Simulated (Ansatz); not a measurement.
**Copper, bcc under LDA: structure, energy and stiffness**

The plan for copper in the bcc structure: relax it, solve it on a dense k-mesh, switch on spin-orbit coupling, then scale the cell to 7 volumes from 88 to 112 % of the relaxed one and try a fit of the equation of state. The k-meshes are 15×15×15 for the relaxation; 26×26×26 for the dense run; 16×16×16 for spin-orbit coupling; 18×18×18 for the volumes.

This is Cu in the bcc structure; at room conditions it is fcc.

Computed with Ansatz 0.2.0 (DFT LDA (PW92), plane waves (420 eV) with PAW, scalar-relativistic; PBE-made PAW files, unless a step says otherwise).

**1. The starting structure**

The structure is cubic, space group Im-3m (No. 229). The conventional cell has a = 2.869 Å, b = 2.869 Å, c = 2.869 Å, α = 90.00°, β = 90.00°, γ = 90.00°. Cu (site symmetry m-3m) is surrounded by 8 Cu at 2.48 Å.

Coordinates:

```
CELL_PARAMETERS angstrom
-1.43460 1.43460 1.43460
1.43460 -1.43460 1.43460
1.43460 1.43460 -1.43460
ATOMIC_POSITIONS crystal
Cu 0.00000 0.00000 0.00000
```

**2. Relaxing cell and atoms**

Contents of input.yaml:

```yaml
crystal:
  lattice:
    - [-1.4345978267, 1.4345978267, 1.4345978267]
    - [1.4345978267, -1.4345978267, 1.4345978267]
    - [1.4345978267, 1.4345978267, -1.4345978267]
  atoms:
    - { symbol: Cu, position: [0.0, 0.0, 0.0] }
hamiltonian:
  xc: lda
  pseudopotentials:
    kind: paw
    azcp:
      Cu: "pseudopotentials/Cu.paw.azcp"
basis:
  ecutwfc: 420
  fft_grid_basis: typed
kpoints:
  mp_grid: { grid: [15, 15, 15], shift: [0, 0, 0] }
magnetization:
  spin_polarized: false
scf:
  occupations: { method: fermi_dirac, width: 0.1 }
relax:
  max_steps: 60
  f_tol: 0.01
  cell: {}
output:
  write_density: true
  write_potential: true
  elf: true
  volumetric_format: npy
```

The runs that follow: Dense single point; With spin-orbit coupling; At 88 % of the relaxed volume; At 92 % of the relaxed volume; At 96 % of the relaxed volume; At 100 % of the relaxed volume; At 104 % of the relaxed volume; At 108 % of the relaxed volume; At 112 % of the relaxed volume.

Q: Predict the outcome of this session. Wanted: space group; conventional cell; volume; shortest distance; gap on the mesh; relative to fcc; V₀, B₀, B₀′.

As calculated:

| quantity | value |
| --- | --- |
| space group (spins left aside) | Im-3m (No. 229) |
| conventional cell | a = 2.796 Å |
| volume | 10.926 Å³/atom |
| shortest distance | 2.421 Å |
| gap on the mesh | none (levels filled in part) |
| relative to fcc | +40 meV/atom |
| V₀, B₀, B₀′ | 10.926 Å³/atom, 186 GPa, 5.0 |

**Reading.** From the guessed start the volume shrank by 7.5 % in 6 steps. Against the reference form of copper (fcc, computed apart with the same settings) it stands 40 meV/atom higher. No gap shows: it is a metal or semimetal at this level. Totals with and without spin-orbit coupling (-0.35 eV/atom apart) can't be read as binding, since the two-component data shift the zero of energy. B₀ comes out at 186 GPa. Relaxation kept the symmetry; phonons were not checked.
